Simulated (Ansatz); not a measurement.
# CH₄AlFS: a ladder of functionals and wavefunction methods

The task here is to estimate one member of a computed series from the others.

Method: functionals in def2-TZVPP, the program's frozen cores in correlated methods; program: Ansatz 0.2.0, Gaussian basis.

Plan: LDA (SPW92), PBE-D4, revPBE-D4, BLYP-D4, r2SCAN-D4, B97M-V, PBE0-D4, B3LYP-D4, r2SCANh-D4, r2SCAN0-D4, HSE06-D4, BHLYP-D4, CAM-B3LYP-D4, LC-ωPBE, ωB97X-V, ωB97M-V, B2PLYP, PBE-QIDH; CCSD(T)/def2-SVP; CCSD(T)/def2-TZVPP; MP2/def2-QZVPP; extrapolation to the limit; RPA on PBE.

## The geometry

The geometry comes from an earlier relaxation with PBE0-D4 in a triple-zeta def2 set; it is a stationary point, not always the lowest conformer.

8 atoms, charge 0, spin multiplicity 1.

Atoms are counted from 1 here; the program's logs count them from 0.

Bond lengths: C1–Al2 1.934 Å, C1–H5 1.092 Å, C1–H6 1.094 Å, C1–H7 1.094 Å, Al2–F3 1.650 Å, Al2–S4 2.176 Å, S4–H8 1.344 Å. Angles: Al2–C1–H5 112.6°, Al2–C1–H6 110.4°, Al2–C1–H7 110.5°, H5–C1–H6 108.1°, H5–C1–H7 108.2°, H6–C1–H7 106.9°, C1–Al2–F3 120.1°, C1–Al2–S4 125.7°, F3–Al2–S4 114.2°, Al2–S4–H8 92.4°.

Set-up of the first run:

Input file in.yaml:

```yaml
crystal:
  periodic: [false, false, false]
  atoms:
    - {symbol: C, position_ang: [-0.164753, 1.144705, -0.030267]}
    - {symbol: Al, position_ang: [0.702617, -0.583942, -0.058179]}
    - {symbol: F, position_ang: [2.341253, -0.684141, -0.222210]}
    - {symbol: S, position_ang: [-0.295875, -2.510133, 0.113832]}
    - {symbol: H, position_ang: [-1.250437, 1.067302, 0.056297]}
    - {symbol: H, position_ang: [0.201114, 1.741820, 0.810137]}
    - {symbol: H, position_ang: [0.065409, 1.703060, -0.942232]}
    - {symbol: H, position_ang: [-1.507126, -1.935770, 0.216822]}
basis:
  gaussian: {orbitals: def2-TZVPP}
hamiltonian: {xc: lda}
output: {orbitals: {seedname: orbitals}}
```

Among the steps run: LDA; PBE-D4 (GGA); revPBE-D4 (GGA); BLYP-D4 (GGA); r2SCAN-D4 (meta-GGA); B97M-V (meta-GGA); PBE0-D4 (hybrid); B3LYP-D4 (hybrid); r2SCANh-D4 (hybrid); r2SCAN0-D4 (hybrid); HSE06-D4 (hybrid); BHLYP-D4 (hybrid); CAM-B3LYP-D4 (range-separated); LC-ωPBE-D4 (range-separated; the results give it without D4); ωB97X-V (range-separated); ωB97M-V (range-separated); B2PLYP (double hybrid); PBE-QIDH (double hybrid).

One of the session's tables, all rows but one given; the rest of the session is left out.

It belongs to the step «Orbital energies across the functionals». 

| functional | HOMO (eV) | gap (eV) |
| --- | --- | --- |
| LDA (SPW92) | -6.77 | 5.36 |
| PBE-D4 | -6.64 | 5.47 |
| revPBE-D4 | -6.58 | 5.53 |
| BLYP-D4 | -6.45 | 5.35 |
| r2SCAN-D4 | -6.93 | 6.12 |
| B97M-V | -6.97 | 6.02 |
| PBE0-D4 | ? | ? |
| B3LYP-D4 | -7.59 | 6.96 |
| r2SCANh-D4 | -7.38 | 6.82 |
| r2SCAN0-D4 | -8.05 | 7.87 |
| HSE06-D4 | -7.45 | 6.69 |
| BHLYP-D4 | -8.91 | 9.24 |
| CAM-B3LYP-D4 | -9.17 | 9.66 |
| LC-ωPBE | -10.60 | 12.25 |
| ωB97X-V | -10.22 | 11.74 |
| ωB97M-V | -10.05 | 11.21 |

Estimate the missing values for PBE0-D4.

The run gave: HOMO (eV): -7.86; gap (eV): 7.46. In the column «HOMO (eV)» it lies between r2SCAN0-D4 (-8.05) and B3LYP-D4 (-7.59).
